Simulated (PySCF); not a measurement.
# Changing the system itself: NaCa

How does NaCa answer to another spin, charge, distance or environment?

Computed with PySCF 2.14.0. Level: method and basis as typed in the scripts.

3 further runs of the same task are left out: 3 that didn't finish.

## (1) Where the work starts

NaCa: 2 atoms, charge 0, spin multiplicity 2.

Bond lengths: Na1–Ca2 2.849 Å.

## (2) The base run

File input.py:

```python
from pyscf import gto, scf, mp

mol = gto.M(
    atom='Na 0 0 0; Ca 0 0 2.849',
    basis='cc-pvdz',
    charge=0,
    spin=1,
    symmetry=True,
    verbose=4,
)
mf = scf.UHF(mol)
mf.kernel()
mp.MP2(mf, frozen=6).kernel()
mf.dip_moment()
print('orbital energies (hartree):', [e[max(0, n-3):n+3].round(4) for e, n in zip(mf.mo_energy, mol.nelec)])
```

Run with:

```console
> OMP_NUM_THREADS=1 python input.py
```

Its log is not repeated here.

It gives: E(SCF) = -838.579990 Eh, 13 cycles, E(MP2) − E(SCF) = -0.11229 Eh, ⟨S²⟩ = 0.841, μ = 1.13 D (of the SCF density).

The bond length is a typed value, not an optimised one.

## (3) Sextet

Run 1 changes spin (2S): 1 → 5.

File input.py:

```python
from pyscf import gto, scf, mp

mol = gto.M(
    atom='Na 0 0 0; Ca 0 0 2.849',
    basis='cc-pvdz',
    charge=0,
    spin=5,
    symmetry=True,
    verbose=4,
)
mf = scf.UHF(mol)
mf.kernel()
mp.MP2(mf, frozen=6).kernel()
mf.dip_moment()
print('orbital energies (hartree):', [e[max(0, n-3):n+3].round(4) for e, n in zip(mf.mo_energy, mol.nelec)])
```

Run with:

```console
> OMP_NUM_THREADS=1 python input.py
```

## (4) Electric field 0.05 a.u.

Run 2 changes electric field: none → 0.05 a.u.; point-group symmetry: on → off.

Changes to input.py since step 2:

```diff
@@ -7,3 +7,2 @@
     spin=1,
-    symmetry=True,
     verbose=4,
@@ -11,2 +10,7 @@
 mf = scf.UHF(mol)
+field = 0.05  # electric field along z, atomic units
+h = mf.get_hcore() + field*mol.intor('int1e_r')[2]
+mf.get_hcore = lambda *args: h
+e_nuc = mol.energy_nuc() - field*mol.atom_charges() @ mol.atom_coords()[:, 2]
+mf.energy_nuc = lambda *args: e_nuc
 mf.kernel()
```

## (5) Bond 8.547 Å

Run 3 changes bond length: 2.849 Å → 8.547 Å.

Changes to input.py since step 2:

```diff
@@ -3,3 +3,3 @@
 mol = gto.M(
-    atom='Na 0 0 0; Ca 0 0 2.849',
+    atom='Na 0 0 0; Ca 0 0 8.547',
     basis='cc-pvdz',
```

## (6) Lengths in bohr

Run 4 changes length unit: angstrom → bohr; bond length: 2.849 Å → 2.849 bohr.

Changes to input.py since step 2:

```diff
@@ -7,2 +7,3 @@
     spin=1,
+    unit='bohr',
     symmetry=True,
```

What does the calculation give? Wanted: for each run, E(SCF); from base; gap, α spin; SCF dipole; after the SCF.

**Answer**, as computed:

| run | E(SCF) (hartree) | from base (eV) | cycles | gap, α spin (eV) | SCF dipole (D) | after the SCF |
| --- | --- | --- | --- | --- | --- | --- |
| base | -838.579990 | 0 | 13 | 4.59 | 1.13 | MP2 correlation -3.055 eV, core frozen |
| sextet | -837.611780 | +26.3463 | 19 | 4.07 | 0.57 | MP2 correlation -1.840 eV, core frozen |
| electric field 0.05 a.u. | -839.234081 | -17.7987 | 10 | 6.48 | 56.24 | MP2 correlation -2.217 eV, core frozen |
| bond 8.547 Å | -838.602886 | -0.6230 | 7 | 5.42 | 0.00 | MP2 correlation -2.920 eV, core frozen |
| lengths in bohr (poor choice) | -838.131840 | not comparable | 12 | 4.44 | 1.43 | MP2 correlation -3.515 eV, core frozen |

In words: Of the runs whose energies can be compared, “sextet” moves the SCF energy most (+26.346 eV). The sextet solution found lies 26.35 eV above the base doublet at this geometry and level. Rows marked «poor choice» come from settings spoiled on purpose.
